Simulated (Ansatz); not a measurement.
**CH₄MoO₂S₂: up Jacob's ladder to CCSD(T)**

One table from this session's results is given with a row withheld; the runs are named, their logs left out.

Program: Ansatz 0.2.0, Gaussian basis. Level of theory: functionals in def2-TZVPP, the program's frozen cores in correlated methods. These are calculated values, not measurements.

The runs, in order: LDA (SPW92), PBE-D4, revPBE-D4, BLYP-D4, r2SCAN-D4, B97M-V, PBE0-D4, B3LYP-D4, r2SCANh-D4, r2SCAN0-D4, HSE06-D4, BHLYP-D4, CAM-B3LYP-D4, LC-ωPBE, ωB97X-V, ωB97M-V, B2PLYP, PBE-QIDH; CCSD(T)/def2-SVP; MP2/def2-TZVPP; MP2/def2-QZVPP; RPA on PBE.

**The geometry**

An earlier PBE0-D4 in a triple-zeta def2 set relaxation fixed the geometry. Mo takes the def2 core potential; no spin-orbit term is included.

SMILES `C[O][Mo]([OH])(=[S])=[S]`, 10 atoms, charge 0, spin multiplicity 1.

Atoms are counted from 1 here; the program's logs count them from 0.

Bond lengths: C1–O2 1.404 Å, C1–H7 1.093 Å, C1–H8 1.092 Å, C1–H9 1.094 Å, O2–Mo3 1.830 Å, Mo3–O4 1.864 Å, Mo3–S5 2.106 Å, Mo3–S6 2.103 Å, O4–H10 0.962 Å. Angles: O2–C1–H7 109.4°, O2–C1–H8 108.5°, O2–C1–H9 110.4°, H7–C1–H8 109.3°, H7–C1–H9 109.5°, H8–C1–H9 109.7°, C1–O2–Mo3 139.6°, O2–Mo3–O4 110.4°, O2–Mo3–S5 109.3°, O2–Mo3–S6 107.5°, O4–Mo3–S5 110.5°, O4–Mo3–S6 109.9°, S5–Mo3–S6 109.1°, Mo3–O4–H10 120.7°.

The first run:

in.yaml

```yaml
crystal:
  periodic: [false, false, false]
  atoms:
    - {symbol: C, position_ang: [-0.011335, -1.836656, 0.486041]}
    - {symbol: O, position_ang: [-0.016759, -0.686943, -0.320473]}
    - {symbol: Mo, position_ang: [-0.117743, 1.132286, -0.154060]}
    - {symbol: O, position_ang: [1.167966, 1.955103, -1.223710]}
    - {symbol: S, position_ang: [-2.048933, 1.774788, -0.693570]}
    - {symbol: S, position_ang: [0.226372, 1.603416, 1.866389]}
    - {symbol: H, position_ang: [-1.024764, -2.241842, 0.548712]}
    - {symbol: H, position_ang: [0.645971, -2.578898, 0.027399]}
    - {symbol: H, position_ang: [0.348198, -1.595803, 1.490714]}
    - {symbol: H, position_ang: [0.914128, 2.423449, -2.024543]}
basis:
  gaussian: {orbitals: def2-TZVPP}
hamiltonian: {xc: lda}
output: {orbitals: {seedname: orbitals}}
```

Launch:

```
> ansatz run in.yaml --threads 4 --pin off --events-out ev --progress --plain --max-ram 11315MiB
```

Among the steps run: LDA; PBE-D4 (GGA); revPBE-D4 (GGA); BLYP-D4 (GGA); r2SCAN-D4 (meta-GGA); B97M-V (meta-GGA); PBE0-D4 (hybrid); B3LYP-D4 (hybrid); r2SCANh-D4 (hybrid); r2SCAN0-D4 (hybrid); HSE06-D4 (hybrid); BHLYP-D4 (hybrid); CAM-B3LYP-D4 (range-separated); LC-ωPBE (range-separated); ωB97X-V (range-separated); ωB97M-V (range-separated); B2PLYP (double hybrid); PBE-QIDH (double hybrid).

One of the session's tables, all rows but one given; the rest of the session is left out.

It belongs to the step «Orbital energies across the functionals». 

| functional | HOMO (eV) | LUMO (eV) | gap (eV) |
| --- | --- | --- | --- |
| LDA (SPW92) | -6.16 | -3.66 | 2.50 |
| PBE-D4 | -6.01 | -3.50 | 2.51 |
| revPBE-D4 | -5.95 | -3.44 | 2.52 |
| BLYP-D4 | -5.83 | -3.35 | 2.48 |
| r2SCAN-D4 | -6.28 | -3.52 | 2.76 |
| B97M-V | -6.34 | -3.48 | 2.86 |
| PBE0-D4 | ? | ? | ? |
| B3LYP-D4 | -6.88 | -3.03 | 3.85 |
| r2SCANh-D4 | -6.69 | -3.27 | 3.41 |
| r2SCAN0-D4 | -7.30 | -2.90 | 4.40 |
| HSE06-D4 | -6.73 | -3.26 | 3.47 |
| BHLYP-D4 | -8.06 | -2.09 | 5.97 |
| CAM-B3LYP-D4 | -8.28 | -1.87 | 6.41 |
| LC-ωPBE | -9.55 | -0.92 | 8.63 |
| ωB97X-V | -9.23 | -0.93 | 8.30 |
| ωB97M-V | -9.08 | -0.92 | 8.16 |

Estimate the missing values for PBE0-D4.

**Answer.** HOMO (eV): -7.12; LUMO (eV): -2.89; gap (eV): 4.23. In the column «HOMO (eV)» it lies between r2SCAN0-D4 (-7.30) and B3LYP-D4 (-6.88).
